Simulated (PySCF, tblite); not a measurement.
# C₁₁H₁₂F+: geometry, infrared bands, NMR shifts, spin-spin couplings and electronic excitations, part 2 of 3

tblite 0.8.0 and PySCF 2.14.0. Atoms count from 0. Earlier steps stand in the parts before.

## Step 6: J couplings: B3LYP/pcJ-1

Job settings and geometry (Å):

```
{"job": {"kind": "j", "xc": "B3LYP", "basis": "pcJ-1"}, "charge": 1, "multiplicity": 1}
F      0.979627    -1.072994    -2.315226
C      1.368664    -0.980299    -1.064680
C      2.747367    -1.112473    -0.897758
C      3.506626    -1.054794     0.265476
C      3.069790    -0.843281     1.572632
C      1.759210    -0.646654     2.003270
C      0.579754    -0.620642     1.258370
C      0.339410    -0.771809    -0.115132
C     -1.068564    -0.688627    -0.597901
C     -2.129464    -1.511760     0.198239
C     -2.873265    -0.221010     0.588598
C     -1.843361     0.611950    -0.196114
H      3.283919    -1.283405    -1.836350
H      4.583312    -1.190496     0.129824
H      3.842490    -0.829475     2.346406
H      1.631643    -0.493629     3.079047
H     -0.322224    -0.451748     1.854537
H     -1.104248    -0.882042    -1.674059
H     -1.724212    -2.102998     1.033059
H     -2.690932    -2.196728    -0.451006
H     -3.902173    -0.151919     0.212271
H     -2.901964    -0.015404     1.668602
H     -2.237359     1.145522    -1.071358
H     -1.255480     1.327780     0.397540
```

With the program's defaults for keys left out, this is: B3LYP/pcJ-1 indirect spin-spin coupling, non-relativistic, gas phase.

Standard output:

```text
coarse grid: 20472 points
cycle   1  E = -525.7639182725  dE =  1.977e+00  |g| = 6.147e-01  |ddm| = 4.536e+00
cycle   2  E = -525.6467112005  dE =  1.172e-01  |g| = 9.824e-01  |ddm| = 1.409e+00
cycle   3  E = -525.8394834221  dE = -1.928e-01  |g| = 1.090e-01  |ddm| = 8.657e-01
cycle   4  E = -525.8404256661  dE = -9.422e-04  |g| = 8.876e-02  |ddm| = 1.760e-01
cycle   5  E = -525.8427051471  dE = -2.279e-03  |g| = 2.077e-02  |ddm| = 9.613e-02
cycle   6  E = -525.8428060650  dE = -1.009e-04  |g| = 6.427e-03  |ddm| = 2.248e-02
cycle   7  E = -525.8428152992  dE = -9.234e-06  |g| = 1.627e-03  |ddm| = 6.353e-03
final grid: 199360 points
cycle   8  E = -525.9466562611  dE = -2.451e-04  |g| = 7.859e-03  |ddm| = 6.464e-02
cycle   9  E = -525.9466423028  dE =  1.396e-05  |g| = 1.070e-02  |ddm| = 1.471e-02
cycle  10  E = -525.9466695593  dE = -2.726e-05  |g| = 2.093e-03  |ddm| = 9.835e-03
cycle  11  E = -525.9466703741  dE = -8.148e-07  |g| = 1.099e-03  |ddm| = 2.775e-03
cycle  12  E = -525.9466706982  dE = -3.241e-07  |g| = 3.660e-04  |ddm| = 1.290e-03
cycle  13  E = -525.9466707300  dE = -3.181e-08  |g| = 5.792e-05  |ddm| = 3.541e-04
cycle  14  E = -525.9466707305  dE = -5.546e-10  |g| = 2.569e-05  |ddm| = 6.777e-05
converged SCF energy = -525.9466707305

Indirect spin-spin couplings (Hz)
  i      j    bonds     total        FC       PSO       DSO        SD
  0 F    1 C    1   -352.018  -302.899   -45.866     0.953    -4.205
  0 F    2 C    2     33.835    44.913   -15.823    -0.050     4.795
  0 F    3 C    3     18.044    10.111     6.776    -0.297     1.455
  0 F    4 C    4      5.341     1.376    -0.235    -0.244     4.444
  0 F    5 C    4      2.102    -0.305     0.596    -0.242     2.052
  0 F    6 C    3     15.044     3.169     7.902    -0.284     4.257
  0 F    7 C    2     16.274    30.139   -16.782     0.043     2.874
  0 F    8 C    3      7.253    10.890    -4.011     0.238     0.136
  0 F    9 C    4      1.219     1.389    -0.122    -0.078     0.029
  0 F   10 C    5      0.628     0.766     0.042    -0.171    -0.010
  0 F   11 C    4      0.958     1.117    -0.076    -0.044    -0.039
  0 F   12 H    3     16.680    20.931    -3.753     0.493    -0.991
  0 F   13 H    4      3.549     2.589     2.246    -1.132    -0.154
  0 F   14 H    5     -0.416     0.093     0.916    -1.182    -0.243
  0 F   15 H    5     -0.397    -0.155     1.214    -1.215    -0.242
  0 F   16 H    4      6.088     5.574     2.102    -1.273    -0.315
  0 F   17 H    4      2.553     4.030    -3.853     2.262     0.114
  0 F   18 H    5      0.304     0.136     0.654    -0.560     0.074
  0 F   19 H    5      0.207     0.403    -0.063    -0.122    -0.011
  0 F   20 H    6      0.436     0.581     0.482    -0.618    -0.009
  0 F   21 H    6      0.502     0.632     0.770    -0.848    -0.053
  0 F   22 H    5      0.369     0.571    -0.189     0.014    -0.028
  0 F   23 H    5      0.352     0.123     0.543    -0.427     0.113
  1 C   12 H    2     -6.714    -5.533    -1.141    -0.039         -
  1 C   13 H    3     14.112    14.112     0.330    -0.330         -
  1 C   14 H    4     -0.852    -0.771     0.169    -0.250         -
  1 C   15 H    4     -0.509    -0.441     0.174    -0.242         -
  1 C   16 H    3     13.923    13.912     0.298    -0.287         -
  1 C   17 H    3      5.221     5.503    -0.532     0.250         -
  1 C   18 H    4     -0.345    -0.370     0.044    -0.019         -
  1 C   23 H    4     -0.293    -0.322     0.004     0.024         -
  2 C   12 H    1    174.787   174.187    -0.336     0.936         -
  2 C   13 H    2      0.846     2.110    -1.034    -0.230         -
  2 C   14 H    3     10.932    10.935     0.424    -0.426         -
  2 C   15 H    4     -0.851    -0.793     0.270    -0.328         -
  2 C   17 H    4     -0.244    -0.323     0.300    -0.222         -
  2 C   18 H    5      0.167     0.180     0.079    -0.092         -
  2 C   23 H    5      0.164     0.177     0.063    -0.076         -
  3 C   12 H    2     -1.935    -0.662    -1.020    -0.253         -
  3 C   13 H    1    177.941   177.495    -0.339     0.784         -
  3 C   14 H    2      0.764     2.035    -0.987    -0.284         -
  3 C   15 H    3     10.697    10.688     0.451    -0.442         -
  3 C   16 H    4     -0.835    -0.791     0.266    -0.309         -
  4 C   12 H    3     10.625    10.644     0.410    -0.429         -
  4 C   13 H    2      0.032     1.290    -0.972    -0.286         -
  4 C   14 H    1    178.017   177.576    -0.334     0.774         -
  4 C   15 H    2      0.048     1.326    -1.010    -0.269         -
  4 C   16 H    3     10.914    10.900     0.405    -0.390         -
  5 C   12 H    4     -0.964    -0.894     0.264    -0.334         -
  5 C   13 H    3     10.834    10.826     0.452    -0.444         -
  5 C   14 H    2      0.650     1.940    -1.009    -0.282         -
  5 C   15 H    1    175.484   175.018    -0.336     0.802         -
  5 C   16 H    2     -1.065     0.225    -1.141    -0.149         -
  5 C   17 H    4      1.602     1.611     0.273    -0.282         -
  6 C   12 H    4     -0.203    -0.109     0.226    -0.319         -
  6 C   13 H    4     -0.784    -0.738     0.273    -0.319         -
  6 C   14 H    3     10.537    10.522     0.426    -0.410         -
  6 C   15 H    2      0.718     2.015    -1.094    -0.202         -
  6 C   16 H    1    170.863   170.334    -0.495     1.025         -
  6 C   17 H    3      7.352     7.436     0.267    -0.352         -
  6 C   18 H    4      0.298     0.285    -0.411     0.424         -
  6 C   19 H    4      0.191     0.209     0.198    -0.215         -
  7 C   12 H    3      5.154     5.001     0.529    -0.376         -
  7 C   13 H    4     -0.259    -0.167     0.189    -0.281         -
  7 C   14 H    4     -0.702    -0.658     0.232    -0.276         -
  7 C   15 H    3      9.820     9.778     0.380    -0.338         -
  7 C   16 H    2      0.073     1.442    -1.395     0.027         -
  7 C   17 H    2     -3.371    -2.788    -0.746     0.163         -
  7 C   18 H    3      6.541     6.579    -0.352     0.314         -
  7 C   19 H    3      4.228     4.254     0.137    -0.163         -
  7 C   20 H    4      0.152     0.178     0.269    -0.294         -
  7 C   22 H    3      4.085     4.108     0.133    -0.156         -
  7 C   23 H    3      6.720     6.692    -0.313     0.341         -
  8 C   12 H    4      1.207     1.186     0.265    -0.243         -
  8 C   14 H    5      0.311     0.326     0.214    -0.229         -
  8 C   15 H    4      0.172     0.136     0.234    -0.198         -
  8 C   16 H    3      4.744     4.822    -0.388     0.311         -
  8 C   17 H    1    151.601   150.252     0.095     1.253         -
  8 C   18 H    2     -3.913    -4.225     0.325    -0.013         -
  8 C   19 H    2     -2.696    -2.884     0.181     0.007         -
  8 C   20 H    3      4.419     4.508     0.180    -0.269         -
  8 C   21 H    3      3.890     4.018     0.138    -0.265         -
  8 C   22 H    2     -2.778    -2.979     0.192     0.009         -
  8 C   23 H    2     -3.748    -4.056     0.314    -0.005         -
  9 C   13 H    6     -0.257    -0.250     0.172    -0.180         -
  9 C   14 H    6     -0.244    -0.235     0.154    -0.163         -
  9 C   16 H    4     -0.162    -0.161    -0.415     0.414         -
  9 C   17 H    2     -2.961    -3.190     0.247    -0.017         -
  9 C   18 H    1    142.150   140.770     0.464     0.916         -
  9 C   19 H    1    149.482   148.264     0.372     0.845         -
  9 C   20 H    2     -3.889    -4.090     0.379    -0.178         -
  9 C   21 H    2     -3.851    -4.061     0.371    -0.160         -
  9 C   22 H    3      2.334     2.381     0.274    -0.321         -
  9 C   23 H    3      2.664     2.746     0.244    -0.325         -
 10 C   16 H    5      0.181     0.147    -0.349     0.384         -
 10 C   17 H    3      2.984     3.054     0.193    -0.262         -
 10 C   18 H    2     -3.520    -3.770     0.411    -0.161         -
 10 C   19 H    2     -3.434    -3.661     0.414    -0.187         -
 10 C   20 H    1    148.286   146.942     0.549     0.795         -
 10 C   21 H    1    141.589   140.084     0.677     0.828         -
 10 C   22 H    2     -3.302    -3.522     0.409    -0.189         -
 10 C   23 H    2     -3.520    -3.760     0.400    -0.160         -
 11 C   13 H    6     -0.284    -0.277     0.171    -0.178         -
 11 C   14 H    6     -0.308    -0.299     0.154    -0.163         -
 11 C   16 H    4     -0.308    -0.303    -0.364     0.358         -
 11 C   17 H    2     -3.450    -3.698     0.259    -0.011         -
 11 C   18 H    3      2.750     2.830     0.249    -0.328         -
 11 C   19 H    3      2.195     2.242     0.273    -0.320         -
 11 C   20 H    2     -3.775    -3.968     0.371    -0.178         -
 11 C   21 H    2     -3.860    -4.057     0.356    -0.160         -
 11 C   22 H    1    150.047   148.868     0.337     0.842         -
 11 C   23 H    1    143.062   141.731     0.420     0.911         -
 12 H   13 H    3     12.516    12.693    -0.299     0.122         -
 12 H   14 H    4      0.773     0.852     1.463    -1.542         -
 12 H   15 H    5      0.293     0.399     1.420    -1.526         -
 13 H   14 H    3     10.806    10.996    -0.151    -0.039         -
 13 H   15 H    4      1.029     1.108     1.512    -1.591         -
 13 H   16 H    5      0.199     0.294     1.352    -1.447         -
 13 H   19 H    7     -0.198    -0.142     0.658    -0.713         -
 13 H   22 H    7     -0.206    -0.150     0.655    -0.710         -
 14 H   15 H    3     11.001    11.190    -0.207     0.018         -
 14 H   16 H    4      0.661     0.724     1.343    -1.406         -
 15 H   16 H    3     12.112    12.279    -0.667     0.501         -
 15 H   17 H    5      0.300     0.368     1.151    -1.220         -
 16 H   18 H    5     -0.276    -0.452    -2.506     2.683         -
 17 H   18 H    3      6.152     6.173     1.771    -1.791         -
 17 H   19 H    3     11.222    11.182    -0.746     0.787         -
 17 H   20 H    4      0.202     0.293     0.669    -0.759         -
 17 H   21 H    4     -1.369    -1.274     1.941    -2.036         -
 17 H   22 H    3     11.750    11.703    -0.749     0.795         -
 17 H   23 H    3      5.977     5.999     1.765    -1.786         -
 18 H   19 H    2    -15.660   -15.783     2.077    -1.954         -
 18 H   20 H    3      6.891     6.971     1.962    -2.041         -
 18 H   21 H    3     13.223    13.238    -0.251     0.236         -
 18 H   22 H    4     -1.329    -1.224     2.056    -2.161         -
 18 H   23 H    4      1.079     1.199     0.935    -1.055         -
 19 H   20 H    3     12.873    12.907    -0.135     0.101         -
 19 H   21 H    3      8.439     8.518     2.082    -2.161         -
 19 H   22 H    4      0.433     0.558     0.814    -0.940         -
 19 H   23 H    4     -1.343    -1.236     2.057    -2.164         -
 20 H   21 H    2    -16.029   -16.135     2.312    -2.207         -
 20 H   22 H    3     12.586    12.623    -0.132     0.095         -
 20 H   23 H    3      7.115     7.196     1.969    -2.051         -
 21 H   22 H    3      8.405     8.487     2.074    -2.156         -
 21 H   23 H    3     13.265    13.282    -0.264     0.247         -
 22 H   23 H    2    -15.346   -15.467     2.095    -1.974         -
```

Wall time 7.3 min (2 threads of Intel Xeon at 2.50GHz, shared host); peak memory 2.9 GiB.

A choice of the couplings up to four bonds, sorted by the number of bonds, with means over like pairs; isotopes 13C, 19F, 1H:

```
   pair  bonds  J (Hz)  Fermi contact (Hz)  dihedral (°)
  F0–C1      1  -352.0              -302.9             –
 C4–H14      1   178.0               177.6             –
 C3–H13      1   177.9               177.5             –
 C5–H15      1   175.5               175.0             –
 C2–H12      1   174.8               174.2             –
 C6–H16      1   170.9               170.3             –
 C8–H17      1   151.6               150.3             –
 C9–H19      1   149.8               148.6             –
C10–H20      1   148.3               146.9             –
  F0–C2      2    33.8                44.9             –
  F0–C7      2    16.3                30.1             –
H20–H21      2   -16.0               -16.1             –
H18–H19      2   -15.5               -15.6             –
 C1–H12      2    -6.7                -5.5             –
 C9–H21      2    -3.9                -4.1             –
 C9–H20      2    -3.8                -4.0             –
 C8–H18      2    -3.8                -4.1             –
C10–H18      2    -3.5                -3.8             –
  F0–C3      3    18.0                10.1           179
 F0–H12      3    16.7                20.9            -1
  F0–C6      3    15.0                 3.2          -179
 C1–H13      3    14.1                14.1           180
 C1–H16      3    13.9                13.9           179
H18–H21      3    13.2                13.3             1
H19–H20      3    12.7                12.8             3
H12–H13      3    12.5                12.7             0
H15–H16      3    12.1                12.3             0
 F0–H16      4     6.1                 5.6             –
  F0–C4      4     5.3                 1.4             –
 F0–H13      4     3.5                 2.6             –
 F0–H17      4     2.6                 4.0             –
  F0–C5      4     2.1                -0.3             –
 C5–H17      4     1.6                 1.6             –
H17–H21      4    -1.4                -1.3             –
H18–H22      4    -1.3                -1.2             –
 C8–H12      4     1.2                 1.2             –
```

The spin-dipole term was solved for some atoms only; pairs without it lack that part.

The response was solved for the nuclei of F, H alone, so couplings that need other nuclei can be missing.

Joined with the shifts from before (PBE0/pcSseg-1, unscaled), the couplings predict the line list below for 400 MHz.

¹H NMR δ 9.46 (dd, J = 12.1, 6.1 Hz, 1H), 9.07 (m, 1H), 8.98 (m, 1H), 8.94 (m, 1H), 8.75 (m, 1H), 4.41 (m, 1H), 3.36 (m, 2H), 2.78 (dtt, J = 16.0, 12.7, 7.0 Hz, 1H), 2.60 (m, 1H), 2.05 (m, 2H).

## Step 7: TDDFT and polarisability: CAM-B3LYP/def2-SVPD

Same as in step 6 but for these lines:

```diff
@@ -1,2 +1,2 @@
-{"job": {"kind": "j", "xc": "B3LYP", "basis": "pcJ-1"}, "charge": 1, "multiplicity": 1}
+{"job": {"kind": "uv", "xc": "CAM-B3LYP", "basis": "def2-SVPD", "ip": false}, "charge": 1, "multiplicity": 1}
 F      0.979627    -1.072994    -2.315226
```

Level: TDDFT CAM-B3LYP/def2-SVPD, vertical, gas phase, core orbitals frozen in the response.

Standard output:

```text
coarse grid: 20472 points
cycle   1  E = -525.1067749343  dE =  2.485e+00  |g| = 5.666e-01  |ddm| = 2.243e+01
cycle   2  E = -525.0961597214  dE =  1.062e-02  |g| = 6.874e-01  |ddm| = 4.177e+00
cycle   3  E = -525.1858033494  dE = -8.964e-02  |g| = 7.380e-02  |ddm| = 2.940e+00
cycle   4  E = -525.1866827283  dE = -8.794e-04  |g| = 3.745e-02  |ddm| = 4.099e-01
cycle   5  E = -525.1870186556  dE = -3.359e-04  |g| = 1.032e-02  |ddm| = 2.336e-01
cycle   6  E = -525.1870450489  dE = -2.639e-05  |g| = 2.753e-03  |ddm| = 5.429e-02
cycle   7  E = -525.1870472341  dE = -2.185e-06  |g| = 8.337e-04  |ddm| = 1.664e-02
final grid: 199360 points
cycle   8  E = -525.2912699427  dE = -6.862e-05  |g| = 4.241e-03  |ddm| = 3.857e-01
cycle   9  E = -525.2912707103  dE = -7.677e-07  |g| = 4.215e-03  |ddm| = 5.851e-02
cycle  10  E = -525.2912746831  dE = -3.973e-06  |g| = 6.769e-04  |ddm| = 1.659e-02
cycle  11  E = -525.2912747691  dE = -8.594e-08  |g| = 2.344e-04  |ddm| = 3.321e-03
cycle  12  E = -525.2912747840  dE = -1.488e-08  |g| = 7.504e-05  |ddm| = 1.466e-03
cycle  13  E = -525.2912747860  dE = -2.069e-09  |g| = 3.160e-05  |ddm| = 6.282e-04
cycle  14  E = -525.2912747865  dE = -4.650e-10  |g| = 1.116e-05  |ddm| = 1.783e-04
converged SCF energy = -525.2912747865

Static polarisability (au): isotropic 124.805, principal 79.797 124.733 169.885

Singlet excitations
state   eV       nm        f      main configurations
  1   4.3748    283.4   0.13994   H->L 0.76, H-4->L+1 0.12
  2   4.5544    272.2   0.01652   H->L+1 0.64, H-4->L 0.21
  3   4.8902    253.5   0.00142   H-1->L 0.81, H-2->L 0.15
  4   5.1099    242.6   0.00208   H-2->L 0.77, H-1->L 0.14
  5   5.1930    238.8   0.03209   H-3->L 0.64, H-4->L+1 0.15, H->L 0.14
  6   5.2515    236.1   0.00030   H-1->L+1 0.77, H-2->L+1 0.18
  7   5.3559    231.5   0.05776   H-3->L+1 0.34, H->L+1 0.29, H-4->L 0.29
  8   5.4567    227.2   0.00078   H-2->L+1 0.71, H-1->L+1 0.18
  9   5.9675    207.8   0.46203   H-4->L+1 0.33, H-4->L 0.22, H-3->L+1 0.18
 10   6.0178    206.0   0.53183   H-3->L+1 0.34, H-4->L+1 0.31, H-4->L 0.21

Triplet excitations (Tamm-Dancoff, eV): 3.1856 3.4166 3.8119 3.9273
```

Run time: 5.5 min. Hardware: 2 threads of Intel Xeon at 2.50GHz, shared host; peak memory 2.2 GiB.

Frontier orbitals and where they lie:

```
orbital      eV                         atoms
 HOMO−3  -14.24   C10 19 %, C9 16 %, C11 11 %
 HOMO−2  -14.06  C10 26 %, C11 15 %, H20 14 %
 HOMO−1  -13.83   C10 20 %, C8 14 %, C11 14 %
   HOMO  -13.46    C11 16 %, C8 15 %, C9 14 %
   LUMO   -6.40     C2 18 %, C7 18 %, C4 16 %
 LUMO+1   -6.20     C3 19 %, C1 17 %, C6 15 %
 LUMO+2   -2.46     C5 15 %, C4 14 %, C3 12 %
```

With each of the 10 states as a Gaussian band of 0.4 eV half-width at 1/e, the curve within the window shown has maxima at 282 nm (ε 6,300), 207 nm (ε 40,000) L/(mol cm). Beyond the last state computed it falls off for lack of states. The curve at chosen wavelengths:

(nm, ε (L/mol/cm)): (196, 20966), (201, 33805), (207, 40282), (212, 35321), (217, 25389), (222, 16014), (228, 8910), (233, 5963), (238, 4425), (244, 3379), (249, 2935), (254, 2919), (259, 3347), (265, 4288), (270, 5170), (275, 5883), (280, 6244), (286, 6116), (291, 5593), (296, 4817), (302, 3748), (307, 2883), (312, 2122), (317, 1502), (323, 947), (328, 623)

Leading natural transition orbitals of singlet state 10: the hole lies on C6, C10 about 15 % each; 4 C atoms about 9 % each; C2, C5 about 6 % each; the particle on C1 23 %; C3, C6 about 17 % each; C4, C5 about 9 % each.

Leading natural transition orbitals of singlet state 1: the hole lies on 4 C atoms about 11 % each; 4 C atoms about 8 % each; the particle on C2, C7 about 21 % each; C4, C5 about 13 % each; C3, C6 about 6 % each.

Ground-state properties from the same run:

```
           property  computed
polarisability (Å³)     18.49
 HOMO–LUMO gap (eV)      7.06
      −ε(HOMO) (eV)     13.46
```

(Continued in part 3 of 3.)
